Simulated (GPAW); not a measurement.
# Ba2Tl5V3O12: band structure with TPSS

Crystal: Ba2Tl5V3O12.

```
Ba V Tl O
1.0
     4.23698    2.44622    6.12840
    -4.23698    2.44622    6.12840
     0.00000   -4.89244    6.12840
Ba V Tl O
2 3 5 12
Direct
  0.50000 0.50000 0.50000
  0.00000 0.00000 0.00000
  0.50000 0.50000 0.00000
  0.00000 0.50000 0.50000
  0.50000 0.00000 0.50000
  0.00000 0.00000 0.50000
  0.50000 0.00000 0.00000
  0.00000 0.50000 0.00000
  0.74045 0.74045 0.74045
  0.25955 0.25955 0.25955
  0.71652 0.08089 0.41242
  0.41242 0.71652 0.08089
  0.08089 0.41242 0.71652
  0.58758 0.91911 0.28348
  0.91911 0.28348 0.58758
  0.28348 0.58758 0.91911
  0.28348 0.91911 0.58758
  0.58758 0.28348 0.91911
  0.91911 0.58758 0.28348
  0.41242 0.08089 0.71652
  0.08089 0.71652 0.41242
  0.71652 0.41242 0.08089
```

The cell was built by a generator and needn't be a form met in nature.

* Program: GPAW 26.7.0
* Task: band structure
* Functional: TPSS
* Potentials or basis: GPAW PAW data sets (gpaw-data 1.2.1)
* Cutoff: 800 eV
* Basis: pw
* k mesh: 3 × 3 × 3
* Occupations: fermi-dirac, width 0.05 eV
* Spin: collinear spin, ferromagnetic start
* Starting moments: [0.0, 0.0, 2.0, 2.0, 2.0, 0.0, 0.0, 0.0, 0.0, 0.0, 0.0, 0.0, 0.0, 0.0, 0.0, 0.0, 0.0, 0.0, 0.0, 0.0, 0.0, 0.0] μB
* Ranks: 8
* Eigensolver: davidson
* Maxiter: 150
* Band path: GLB1,BZGX,QFP1Z,LP
* Band points: 100

| Quantity | Value |
| --- | --- |
| Pressure | -1.3 GPa |
| Largest force | 0.441 eV/Å |
| Band gap along the path | none (metal or under the smearing width) |
| Net moment | 1.22 μB per cell |
| Site moments | Ba +0.00, -0.00; V +0.37; Tl +0.00, +0.01; O -0.01 μB |

Forces on the atoms (eV/Å):
```
Ba   0.000  0.000  0.000
Ba   0.000  0.000  0.000
V    0.000  0.000  0.000
V    0.000  0.000  0.000
V    0.000  0.000  0.000
Tl   0.000  0.000  0.000
Tl   0.000  0.000  0.000
Tl   0.000  0.000  0.000
Tl   0.000  0.000  0.036
Tl   0.000  0.000 -0.036
O    0.252  0.145  0.331
O   -0.252  0.146  0.331
O    0.000 -0.291  0.331
O    0.000  0.291 -0.331
O    0.252 -0.145 -0.331
O   -0.252 -0.146 -0.331
O   -0.252 -0.145 -0.331
O    0.252 -0.146 -0.331
O    0.000  0.291 -0.331
O    0.000 -0.291  0.331
O   -0.252  0.145  0.331
O    0.252  0.146  0.331
```

Stress tensor (GPa, compression positive):
```
-1.41  0.00  0.00
 0.00 -1.41  0.00
 0.00  0.00 -1.11
```

Levels at the corners of the path, in eV from the Fermi level:
Spin up:
| point | band 96 | band 97 | band 98 | band 99 | band 100 | band 101 |
| --- | --- | --- | --- | --- | --- | --- |
| Γ | -0.54 | -0.54 | -0.46 | -0.18 | -0.18 | -0.09 |
| L | -0.75 | -0.72 | -0.34 | -0.01 | 0.28 | 0.48 |
| B1 | -0.85 | -0.77 | -0.29 | 0.31 | 0.74 | 0.75 |
| B | -0.85 | -0.77 | -0.29 | 0.31 | 0.74 | 0.75 |
| Z | -0.78 | -0.25 | -0.25 | -0.22 | 0.82 | 0.82 |
| Γ | -0.54 | -0.54 | -0.46 | -0.18 | -0.18 | -0.09 |
| X | -0.84 | -0.68 | -0.34 | 0.16 | 0.80 | 0.90 |
| Q | -0.84 | -0.68 | -0.34 | 0.16 | 0.80 | 0.90 |
| F | -0.79 | -0.63 | -0.22 | 0.19 | 0.96 | 1.01 |
| P1 | -0.84 | -0.74 | -0.25 | 0.41 | 0.52 | 0.76 |
| Z | -0.78 | -0.25 | -0.25 | -0.22 | 0.82 | 0.82 |
| L | -0.75 | -0.72 | -0.34 | -0.01 | 0.28 | 0.48 |
| P | -0.84 | -0.74 | -0.25 | 0.41 | 0.52 | 0.76 |
Spin down:
```csv
point,band 93,band 94,band 95,band 96,band 97,band 98,band 99,band 100,band 101,band 102
Γ,-1.39,-1.34,-1.04,-0.48,-0.48,-0.48,-0.08,0.63,0.63,1.25
L,-1.35,-0.98,-0.80,-0.73,-0.64,0.08,0.30,0.40,0.67,1.54
B1,-1.02,-0.93,-0.86,-0.73,-0.65,0.34,0.35,0.92,1.17,1.59
B,-1.02,-0.93,-0.86,-0.73,-0.65,0.34,0.35,0.92,1.17,1.59
Z,-1.16,-1.08,-1.00,-0.80,-0.21,0.54,0.54,0.82,0.82,1.38
Γ,-1.39,-1.34,-1.04,-0.48,-0.48,-0.48,-0.08,0.63,0.63,1.25
X,-1.01,-0.88,-0.86,-0.69,-0.63,0.13,0.42,1.00,1.13,1.62
Q,-1.01,-0.88,-0.86,-0.69,-0.63,0.13,0.42,1.00,1.13,1.62
F,-1.00,-0.92,-0.84,-0.62,-0.57,0.17,0.63,1.13,1.24,1.38
P1,-1.00,-0.99,-0.85,-0.78,-0.58,0.35,0.61,0.67,1.13,1.55
Z,-1.16,-1.08,-1.00,-0.80,-0.21,0.54,0.54,0.82,0.82,1.38
L,-1.35,-0.98,-0.80,-0.73,-0.64,0.08,0.30,0.40,0.67,1.54
P,-1.00,-0.99,-0.85,-0.78,-0.58,0.35,0.61,0.67,1.13,1.55
```

It took 84 min on 8 MPI ranks on Intel(R) Xeon(R) Platinum 8488C (Sapphire Rapids) (shared host), peak memory 3 GiB a rank.

Caveat: the PAW data sets were made with another functional, which shifts forces and pressure a little; spin-orbit coupling is left out, which moves the levels of the heavy elements; semilocal functionals often make such compounds metallic where correlation or magnetic order opens a gap, which also shifts bond lengths.
